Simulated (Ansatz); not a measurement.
# Na3Rh: the cost of one run

Computed with Ansatz 0.2.0 (DFT PBE, scalar-relativistic, plane waves, PAW, unless a step's input says otherwise).

1 further run of the same task is left out (it didn't finish).

## 1. The system as given

It takes space group P4/mmm (No. 123, tetragonal). The conventional cell has a = 4.168 Å, b = 4.168 Å, c = 4.125 Å, α = 90.00°, β = 90.00°, γ = 90.00°. Na (site symmetry mmm) is surrounded by 8 Na at 2.93 to 2.95 Å and 4 Rh at 2.93 Å. Around Na (site symmetry 4/mmm) lie 8 Na at 2.93 Å and 4 Rh at 2.95 Å. Rh (site symmetry 4/mmm) is surrounded by 12 Na at 2.93 to 2.95 Å.

As a file:

```
Na Rh
1.0
     4.16824    0.00000    0.00000
     0.00000    4.16824    0.00000
     0.00000    0.00000    4.12540
Na Rh
3 1
Direct
  0.00000 0.50000 0.50000
  0.50000 0.00000 0.50000
  0.50000 0.50000 0.00000
  0.00000 0.00000 0.00000
```

This is candidate A: Cu3Pd type (P4/mmm, No. 123).

(A quick probe on a coarse mesh, which set the mesh and smearing, is not shown.)

## 3. Rough relaxation on the coarse mesh (candidate A)

input.yaml reads:

```yaml
crystal:
  lattice:
    - [4.1682440746, 0.0, 0.0]
    - [0.0, 4.1682440746, 0.0]
    - [0.0, 0.0, 4.1254003433]
  atoms:
    - { symbol: Na, position: [0.0, 0.5, 0.5] }
    - { symbol: Na, position: [0.5, 0.0, 0.5] }
    - { symbol: Na, position: [0.5, 0.5, 0.0] }
    - { symbol: Rh, position: [0.0, 0.0, 0.0] }
basis:
  ecutwfc: 420
kpoints:
  mp_grid: { grid: [4, 4, 4] }
hamiltonian:
  xc: pbe
scf:
  occupations: { method: gaussian, width: 0.1 }
  lower_state_search: "off"
output:
  forces: true
  stress: true
  eigenvalues: true
relax:
  adjacent_minimum: "off"
  f_tol: 0.04
  max_steps: 70
  cell: { stress_tol: 0.4 }
```

Started as:

```console
$ ansatz run input.yaml --threads 1 --pin off --max-ram 2560MiB --backend cpu --events-out ev --progress --plain --runs-dir out
```

Q: Estimate wall time and peak memory on 1 thread of Arm Neoverse V1, shared host.

About 13 s, with a peak of 0.34 GiB.
